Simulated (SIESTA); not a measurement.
Ta4NiO11:

```
Ta Ni O
1.0
     5.29285   -0.00032   -0.02518
    -0.04190    5.33569    0.02340
    -0.47620   -0.07999    7.89609
Ta Ni O
4 1 11
Cartesian
  2.4998 2.4322 4.0913
  2.4499 2.7580 7.7432
  -0.1603 5.2326 4.0465
  0.2511 0.1312 0.1327
  0.1937 3.0731 2.1358
  4.9657 4.9873 1.8841
  0.8952 1.4768 3.3959
  1.3848 3.8364 0.4952
  1.7661 1.2679 0.2878
  1.3730 3.9832 3.6322
  2.2760 2.3333 5.9192
  3.4959 0.8322 3.8340
  3.3969 4.3723 7.4281
  4.4611 1.9408 0.6105
  4.0802 3.4598 3.7520
  0.0524 0.0063 5.8951
```

The cell was built by a generator and needn't be a form met in nature.

| Quantity | Value |
| --- | --- |
| Program | SIESTA 5.4.2 |
| Task | single point |
| Functional | PBE |
| Potentials or basis | PseudoDojo 0.4 standard (PBE files) |
| Basis | DZP (energy shift 0.003 Ry; two zetas on semicore shells) |
| Grid cutoff | 800 Ry |
| Energy shift | 0.003 Ry |
| k mesh | 5 × 5 × 4 |
| Occupations | fermi-dirac, width 0.05 eV |
| Spin | collinear spin, ferromagnetic start |
| Starting moments | [0.0, 0.0, 0.0, 0.0, 1.0, 0.0, 0.0, 0.0, 0.0, 0.0, 0.0, 0.0, 0.0, 0.0, 0.0, 0.0] μB |

On this cell: pressure 3.5 GPa; largest force 0.303 eV/Å; net moment 2.00 μB per cell; site moments Ta +0.00, -0.00; Ni +1.54; O +0.12, +0.04, +0.07, +0.01, +0.09, +0.00, +0.05, +0.06 μB; band gap on the k mesh 1.21 eV, indirect (least direct gap 1.31 eV).

The same run follows on a disturbed copy (atoms moved at random, drawn with an rms of 0.05 Å):

```
CELL_PARAMETERS angstrom
5.29285 -0.00032 -0.02518
-0.04190 5.33569 0.02340
-0.47620 -0.07999 7.89609
ATOMIC_POSITIONS crystal
Ta 0.51456 0.47033 0.51959
Ta 0.55445 0.52773 0.98028
Ta 0.01709 0.98681 0.51221
Ta 0.04769 0.02056 0.01916
Ni 0.06547 0.58379 0.26740
O 0.97346 0.93605 0.23902
O 0.21278 0.28821 0.42472
O 0.27122 0.71413 0.05917
O 0.33617 0.24244 0.03895
O 0.31225 0.75598 0.46600
O 0.50238 0.45038 0.75139
O 0.71416 0.16656 0.49022
O 0.72702 0.84036 0.93732
O 0.85265 0.35976 0.07533
O 0.81847 0.66163 0.47722
O 0.07348 0.01346 0.75502
```

Question: What changes?

Answer: The energy moves by +12.3 meV/atom; pressure 3.8 GPa; largest force 1.474 eV/Å; net moment 2.00 μB per cell; site moments Ta -0.00, +0.00; Ni +1.54; O +0.11, +0.05, +0.08, +0.01, +0.00, +0.06 μB; band gap on the k mesh 1.14 eV, indirect (least direct gap 1.24 eV).

Forces on the atoms (eV/Å):
```
Ta   0.788 -0.771 -0.058
Ta   0.451  0.484  0.476
Ta   0.460  0.488  1.075
Ta   0.181  0.615 -1.327
Ni   0.088 -0.636 -0.129
O   -0.592 -0.087  1.251
O   -0.238 -0.390  0.048
O   -0.307  0.244  0.401
O    0.100 -0.379  0.120
O   -0.277  0.780 -0.378
O   -0.258 -0.382 -0.671
O   -0.757  0.488 -0.153
O   -0.156 -0.361  0.329
O    0.146  0.279  0.431
O    0.139 -0.334 -0.108
O    0.230 -0.038 -1.303
```

Stress tensor (GPa, compression positive):
```
 3.67 -2.16 -0.73
-2.16  3.58 -0.17
-0.73 -0.17  4.03
```

Caveats: short orbitals over semicore shells can move pressures by several GPa; spin-orbit coupling is left out, which moves the levels of the heavy elements; an odd mesh through Γ misses points on the zone boundary, where band edges often lie; the basis of atomic orbitals isn't converged, which shifts pressures, moduli and gaps; a cell with one magnetic atom can't hold antiferromagnetic order, which such compounds often take.
